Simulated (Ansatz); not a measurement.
# CH6Sn: taking an electron away

One table from this session's results is given with a row withheld; the runs are named, their logs left out.

The runs use Ansatz 0.2.0, Gaussian basis; unrestricted cation, the program's frozen cores in correlated methods.

The runs, in order: UKS PBE-D4/def2-TZVPP; UKS r2SCAN-D4/def2-TZVPP; UKS PBE0-D4/def2-TZVPP; UKS B3LYP-D4/def2-TZVPP; UKS wB97X-V/def2-TZVPP; UKS wB97M-V/def2-TZVPP; UKS B2PLYP/def2-TZVPP; UHF-CCSD(T)/def2-TZVPP; UHF-CCSD(T)/def2-QZVPP; extrapolation to the limit; then −ε(HOMO) from the neutral's earlier runs with LDA (SPW92), PBE-D4, revPBE-D4, BLYP-D4, r2SCAN-D4, B97M-V, PBE0-D4, B3LYP-D4, r2SCANh-D4, r2SCAN0-D4, HSE06-D4, BHLYP-D4, CAM-B3LYP-D4, LC-ωPBE, ωB97X-V, ωB97M-V.

## The relaxed structure

An earlier PBE0-D4 in a triple-zeta def2 set relaxation fixed the geometry. Sn takes the def2 core potential; no spin-orbit term is included.

SMILES `[CH3][SnH3]`, 8 atoms, charge 0, spin multiplicity 1.

Atoms are counted from 1 here; the program's logs count them from 0.

Bond lengths: C1–Sn2 2.140 Å, C1–H3 1.090 Å, C1–H4 1.090 Å, C1–H5 1.090 Å, Sn2–H6 1.709 Å, Sn2–H7 1.709 Å, Sn2–H8 1.709 Å. Angles: Sn2–C1–H3 110.0°, Sn2–C1–H4 110.0°, Sn2–C1–H5 110.0°, H3–C1–H4 109.0°, H3–C1–H5 109.0°, H4–C1–H5 109.0°, C1–Sn2–H6 110.1°, C1–Sn2–H7 110.1°, C1–Sn2–H8 110.1°, H6–Sn2–H7 108.8°, H6–Sn2–H8 108.8°, H7–Sn2–H8 108.8°.

Geometry (Å):

```
C     1.0945    0.3674   -0.1106
Sn   -0.9194   -0.3291    0.0821
H     1.3005    0.6277   -1.1488
H     1.7893   -0.4112    0.2040
H     1.2446    1.2491    0.5123
H    -2.0120    0.8868   -0.4175
H    -1.1567   -1.7164   -0.8878
H    -1.2487   -0.7315    1.7104
```

The first run:

File in.yaml:

```yaml
crystal:
  periodic: [false, false, false]
  atoms:
    - {symbol: C, position_ang: [1.094459, 0.367391, -0.110629]}
    - {symbol: Sn, position_ang: [-0.919357, -0.329068, 0.082127]}
    - {symbol: H, position_ang: [1.300518, 0.627717, -1.148804]}
    - {symbol: H, position_ang: [1.789320, -0.411191, 0.204039]}
    - {symbol: H, position_ang: [1.244608, 1.249150, 0.512261]}
    - {symbol: H, position_ang: [-2.012033, 0.886774, -0.417452]}
    - {symbol: H, position_ang: [-1.156729, -1.716411, -0.887787]}
    - {symbol: H, position_ang: [-1.248687, -0.731462, 1.710444]}
basis:
  gaussian: {orbitals: def2-TZVPP}
total_charge: 1
magnetization: {spin_polarized: true, initial_magnetization: 1}
hamiltonian: {xc: pbe, dispersion: d4}
```

Run with:

```console
$ ansatz run in.yaml --threads 2 --pin off --events-out ev --progress --plain --max-ram 32768MiB --backend cpu
```

Steps of the session up to this table: Cation, UKS PBE-D4/def2-TZVPP; Cation, UKS r2SCAN-D4/def2-TZVPP; Cation, UKS PBE0-D4/def2-TZVPP; Cation, UKS B3LYP-D4/def2-TZVPP; Cation, UKS wB97X-V/def2-TZVPP; Cation, UKS wB97M-V/def2-TZVPP; Cation, UKS B2PLYP (frozen core)/def2-TZVPP; Cation, UHF-CCSD(T)/def2-TZVPP; Cation, UHF-CCSD(T)/def2-QZVPP.

One table of the session follows, with a row left open; its other results are not shown here.

It belongs to the step «Ionisation energies side by side». Orbital estimates, from the neutral's runs:

| functional | −ε(HOMO) (eV) |
| --- | --- |
| LDA (SPW92) | 7.37 |
| PBE-D4 | ? |
| revPBE-D4 | 7.18 |
| BLYP-D4 | 7.09 |
| r2SCAN-D4 | 7.48 |
| B97M-V | 7.55 |
| PBE0-D4 | 8.41 |
| B3LYP-D4 | 8.19 |
| r2SCANh-D4 | 7.92 |
| r2SCAN0-D4 | 8.58 |
| HSE06-D4 | 8.01 |
| BHLYP-D4 | 9.47 |
| CAM-B3LYP-D4 | 9.73 |
| LC-ωPBE | 11.10 |
| ωB97X-V | 10.73 |
| ωB97M-V | 10.59 |

Estimate the missing values for PBE-D4.

As computed: −ε(HOMO) (eV): 7.23. In the column «−ε(HOMO) (eV)» it lies between revPBE-D4 (7.18) and LDA (SPW92) (7.37).
